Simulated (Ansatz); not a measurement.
# GaSnAs: the cost of one run

Computed with Ansatz 0.2.0 (DFT PBE, scalar-relativistic, plane waves, PAW, unless a step's input says otherwise).

**1. The system as given**

The structure is hexagonal, space group P-6m2 (No. 187). Conventional cell: a = 4.530 Å, b = 4.530 Å, c = 4.000 Å, α = 90.00°, β = 90.00°, γ = 120.00°. Ga (site symmetry -6m2) has 3 As at 2.62 Å as nearest neighbours. Sn (site symmetry -6m2) has 6 As at 3.29 Å and 6 Ga at 3.29 Å as nearest neighbours. As (site symmetry -6m2) has 3 Ga at 2.62 Å and 6 Sn at 3.29 Å as nearest neighbours.

Coordinates:

```
Ga Sn As
1.0
     4.53027    0.00000    0.00000
    -2.26513    3.92333    0.00000
     0.00000    0.00000    4.00002
Ga Sn As
1 1 1
Direct
  0.33333 0.66667 0.50000
  0.00000 0.00000 0.00000
  0.66667 0.33333 0.50000
```

The cell was relaxed beforehand at this level, from an invented guess; it needn't be the stable form of this composition. At a tolerance of 0.05 Å it has space group P-6m2 (No. 187); it has 23.70 Å³/atom, an uncorrected energy of +0.13 eV/atom over the elements.

**2. Static run: bands, density of states and charges**

input.yaml

```yaml
crystal:
  lattice:
    - [4.5302680109, 0.0, 0.0]
    - [-2.2651340054, 3.9233271834, 0.0]
    - [0.0, 0.0, 4.0000239763]
  atoms:
    - { symbol: Ga, position: [0.3333333333, 0.6666666667, 0.5] }
    - { symbol: Sn, position: [0.0, 0.0, 0.0] }
    - { symbol: As, position: [0.6666666667, 0.3333333333, 0.5] }
basis:
  ecutwfc: 420
kpoints:
  mp_grid: { grid: [12, 12, 10] }
  band_path:
    path:
      - [[0.0, 0.0, 0.0], [0.5, 0.0, 0.0], [0.33333333, 0.33333333, 0.0], [0.0, 0.0, 0.0], [0.0, 0.0, 0.5], [0.5, 0.0, 0.5], [0.33333333, 0.33333333, 0.5], [0.0, 0.0, 0.5]]
      - [[0.5, 0.0, 0.5], [0.5, 0.0, 0.0]]
      - [[0.33333333, 0.33333333, 0.5], [0.33333333, 0.33333333, 0.0]]
    npoints: 14
hamiltonian:
  xc: pbe
scf:
  occupations: { method: gaussian, width: 0.1 }
  n_extra_bands: 7
output:
  forces: true
  stress: true
  eigenvalues: true
  populations: true
  dos: { projected: true, de: 0.02, nscf_kmesh: { grid: [18, 18, 15] } }
  bader: true
  write_density: true
  write_potential: true
  elf: true
  volumetric_format: npy
```

On the command line:

```bash
$ ansatz run input.yaml --threads 1 --pin off --max-ram 2048MiB --backend cpu --events-out ev --progress --plain --runs-dir out
```

What time and memory should one allow on 1 thread of Intel Xeon 6975P-C (Granite Rapids), shared host?

About 55 s, with a peak of 0.68 GiB.
